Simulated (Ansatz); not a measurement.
# Ta (bcc type): the cost of one run

Computed with Ansatz 0.2.0 (DFT PBE, with the methods named in each step, unless a step's input says otherwise).

## 1. The structure to begin with

The structure is cubic, space group Im-3m (No. 229). Conventional cell: a = 3.321 Å, b = 3.321 Å, c = 3.321 Å, α = 90.00°, β = 90.00°, γ = 90.00°. Around Ta (site symmetry m-3m) lie 8 Ta at 2.88 Å.

Structure file:

```cif
data_structure
_symmetry_space_group_name_H-M 'Im-3m'
_symmetry_Int_Tables_number 229
_cell_length_a 3.3214
_cell_length_b 3.3214
_cell_length_c 3.3214
_cell_angle_alpha 90.000
_cell_angle_beta 90.000
_cell_angle_gamma 90.000
_cell_volume 36.64
loop_
_atom_site_label
_atom_site_type_symbol
_atom_site_symmetry_multiplicity
_atom_site_Wyckoff_symbol
_atom_site_fract_x
_atom_site_fract_y
_atom_site_fract_z
_atom_site_occupancy
Ta1 Ta 2 a 0.00000 0.00000 0.00000 1
```

The file gives the conventional cell by its symmetry; the runs use the cell typed in the input.

## 2. Bulk cell relaxed, PAW

File input.yaml:

```yaml
crystal:
  lattice:
    - [-1.6607199181, 1.6607199181, 1.6607199181]
    - [1.6607199181, -1.6607199181, 1.6607199181]
    - [1.6607199181, 1.6607199181, -1.6607199181]
  atoms:
    - { symbol: Ta, position: [0.0, 0.0, 0.0] }
kpoints:
  mp_grid: { grid: [18, 18, 18] }
scf:
  occupations: { method: fermi_dirac, width: 0.08 }
hamiltonian:
  xc: pbe
  pseudopotentials: { kind: paw }
output:
  forces: true
  stress: true
relax:
  f_tol: 0.005
  max_steps: 40
  cell: {}
```

On the command line:

```sh
$ ansatz run input.yaml --threads 1 --pin off --max-ram 3584MiB --backend cpu --events-out ev --progress --plain --runs-dir out
```

Q: Estimate wall time and peak memory on 1 thread of Intel Xeon Platinum 8488C (Sapphire Rapids), shared host.

About 4.7 s, with a peak of 0.39 GiB.
